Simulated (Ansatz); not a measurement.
# Cd3BiAs: the cost of one run

Method: DFT LDA, scalar-relativistic, plane waves, PAW, in Ansatz 0.2.0.

## (1) The structure to begin with

It takes space group Pm-3m (No. 221, cubic). The conventional cell has a = 5.900 Å, b = 5.900 Å, c = 5.900 Å, α = 90.00°, β = 90.00°, γ = 90.00°. Bi (site symmetry m-3m) is surrounded by 12 Cd at 4.17 Å. Around As (site symmetry m-3m) lie 6 Cd at 2.95 Å. Cd (site symmetry 4/mmm) is surrounded by 2 As at 2.95 Å.

Coordinates:

```cif
data_structure
_symmetry_space_group_name_H-M 'Pm-3m'
_symmetry_Int_Tables_number 221
_cell_length_a 5.9000
_cell_length_b 5.9000
_cell_length_c 5.9000
_cell_angle_alpha 90.000
_cell_angle_beta 90.000
_cell_angle_gamma 90.000
_cell_volume 205.38
loop_
_atom_site_label
_atom_site_type_symbol
_atom_site_symmetry_multiplicity
_atom_site_Wyckoff_symbol
_atom_site_fract_x
_atom_site_fract_y
_atom_site_fract_z
_atom_site_occupancy
Bi1 Bi 1 a 0.00000 0.00000 0.00000 1
As1 As 1 b 0.50000 0.50000 0.50000 1
Cd1 Cd 3 c 0.50000 0.50000 0.00000 1
```

This is a trial structure built by rule; it need not be a known or stable form of this composition.

The cell is the ideal cubic antiperovskite prototype; whether it is the stable structure of this composition wasn't checked.

## (2) Coarse point 1 of the search for the rest volume

File input.yaml:

```yaml
crystal:
  lattice:
    - [5.9, 0.0, 0.0]
    - [0.0, 5.9, 0.0]
    - [0.0, 0.0, 5.9]
  atoms:
    - { symbol: Bi, position: [0.0, 0.0, 0.0] }
    - { symbol: As, position: [0.5, 0.5, 0.5] }
    - { symbol: Cd, position: [0.5, 0.5, 0.0] }
    - { symbol: Cd, position: [0.5, 0.0, 0.5] }
    - { symbol: Cd, position: [0.0, 0.5, 0.5] }
basis:
  ecutwfc: 420
kpoints:
  mp_grid: { grid: [4, 4, 4] }
hamiltonian:
  xc: lda
scf:
  occupations: { method: gaussian, width: 0.05 }
output:
  forces: true
  stress: true
  eigenvalues: true
```

On the command line:

```bash
$ ansatz run input.yaml --threads 1 --pin off --max-ram 1280MiB --backend cpu --events-out ev --progress --plain --runs-dir out
```

Q: Estimate wall time and peak memory on 1 thread of an Arm CPU, shared host.

About 14 s, with a peak of 0.44 GiB.
